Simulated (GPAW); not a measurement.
Write an ASE script for GPAW 26.7.0 that does the following.

* Task: single point
* Functional: LDA
* Potentials or basis: the program's PAW data sets (release 1.2.1) made for this functional
* Cutoff: 600 eV
* Basis: pw
* k mesh: 8 × 8 × 8
* Occupations: fermi-dirac, width 0.05 eV
* Spin: no spin polarisation
* Hubbard terms: Hf d U = 3 eV
* Maxiter: 150

The structure of HfGe lies in POSCAR:

```
HfGe
1.0
    3.9335093854      0.0000000000      0.0000000000
   -1.9667546927      3.4065190538      0.0000000000
    0.0000000000      0.0000000000      3.5096193900
Hf Ge
1 1
Direct
    0.0000000000      0.0000000000      0.5000000000
    0.3333333333      0.6666666667      0.5000000000
```

The cell was built by a generator and needn't be a form met in nature.

These files were run (other wordings do the same):

run.py

```python
from ase.dft.bandgap import bandgap
from ase.io import read, write
from ase.units import GPa
from gpaw import GPAW, PW

atoms = read('POSCAR')

calc = GPAW(mode=PW(600),
            xc='LDA',
            kpts={'size': (8, 8, 8), 'gamma': True},
            occupations={'name': 'fermi-dirac', 'width': 0.05},
            setups={'Hf': ':d,3.0'},
            nbands=18,
            convergence={'density': 1e-05, 'energy': 1e-05},
            maxiter=150,
            txt='gpaw.txt')
atoms.calc = calc
energy = atoms.get_potential_energy()
forces = atoms.get_forces()
stress = atoms.get_stress()
calc.write('gs.gpw')
write('result.traj', atoms)
print(f'Energy: {energy:.6f} eV')
print('Forces (eV/A):')
print(forces.round(4))
print('Stress (GPa):', (stress / GPa).round(3))
print('Fermi level:', round(calc.get_fermi_level(), 4), 'eV')
print(f'Gap: {bandgap(calc)[0]:.4f} eV, direct: {bandgap(calc, direct=True)[0]:.4f} eV')
```

Potentials or basis: the program's PAW data sets (release 1.2.1) made for this functional, pw.

Command:

```console
$ OMP_NUM_THREADS=1 python run.py
```

Results of the run:

```yaml
Pressure: 36.1 GPa
Band_gap_on_the_k_mesh: none (metal or under the smearing width)
```

Caveat: a pressure of tens of GPa on the cell as given is suspect, and the run, the potentials or the cell itself is likely at fault; U without spin polarisation on a metal has little footing; the U is typed as a test and isn't derived for this compound.

It took 27 s on 1 thread of Arm Neoverse V1 (shared host), peak memory 0.17 GiB.
